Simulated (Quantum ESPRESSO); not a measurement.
A run of Quantum ESPRESSO 7.5 is set up as follows.

pw.in

```
&CONTROL
  calculation = 'vc-relax'
  prefix = 'pwscf'
  outdir = './tmp'
  pseudo_dir = './pseudo'
  tprnfor = .true.
  tstress = .true.
  disk_io = 'low'
  nstep = 40
  forc_conv_thr = 0.0004
  etot_conv_thr = 1d-05
/
&SYSTEM
  ibrav = 0
  nat = 3
  ntyp = 2
  ecutwfc = 45
  ecutrho = 360
  nbnd = 20
  occupations = 'smearing'
  smearing = 'mp'
  degauss = 0.00367493
/
&ELECTRONS
  conv_thr = 6d-10
  electron_maxstep = 120
  mixing_beta = 0.5
/
&IONS
  ion_dynamics = 'bfgs'
/
&CELL
  cell_dynamics = 'bfgs'
  press = 0
  press_conv_thr = 0.3
/
ATOMIC_SPECIES
Si    28.0850 si_pbe_v1.uspp.F.UPF
Ni    58.6934 ni_pbe_v1.4.uspp.F.UPF
CELL_PARAMETERS angstrom
   0.0000000000    2.7030000000    2.7030000000
   2.7030000000    0.0000000000    2.7030000000
   2.7030000000    2.7030000000    0.0000000000
ATOMIC_POSITIONS crystal
Si     0.2500000000    0.2500000000    0.2500000000
Si     0.7500000000    0.7500000000    0.7500000000
Ni     0.0000000000    0.0000000000    0.0000000000
K_POINTS automatic
14 14 14 0 0 0
```

Potentials or basis: GBRV 1.5 PBE.

Run with:

```bash
$ OMP_NUM_THREADS=1 mpirun -n 4 pw.x -nk 4 -in pw.in > pw.out
```

Problem. What does it give for the relaxed volume?

Solution. 13.47 Å³/atom.

Problem. Estimate the band gap on the k mesh.

Solution. None (metal or under the smearing width).

Final structure:
```yaml
crystal:
  lattice:
    - [0.00000, 2.72350, 2.72350]
    - [2.72350, 0.00000, 2.72350]
    - [2.72350, 2.72350, 0.00000]
  atoms:
    - { symbol: Si, position: [0.25000, 0.25000, 0.25000] }
    - { symbol: Si, position: [0.75000, 0.75000, 0.75000] }
    - { symbol: Ni, position: [0.00000, 0.00000, 0.00000] }
```

Spin polarisation is off, so any magnetic state and its effect on volume and gap are missing. Zero-point motion and thermal expansion aren't in these numbers.
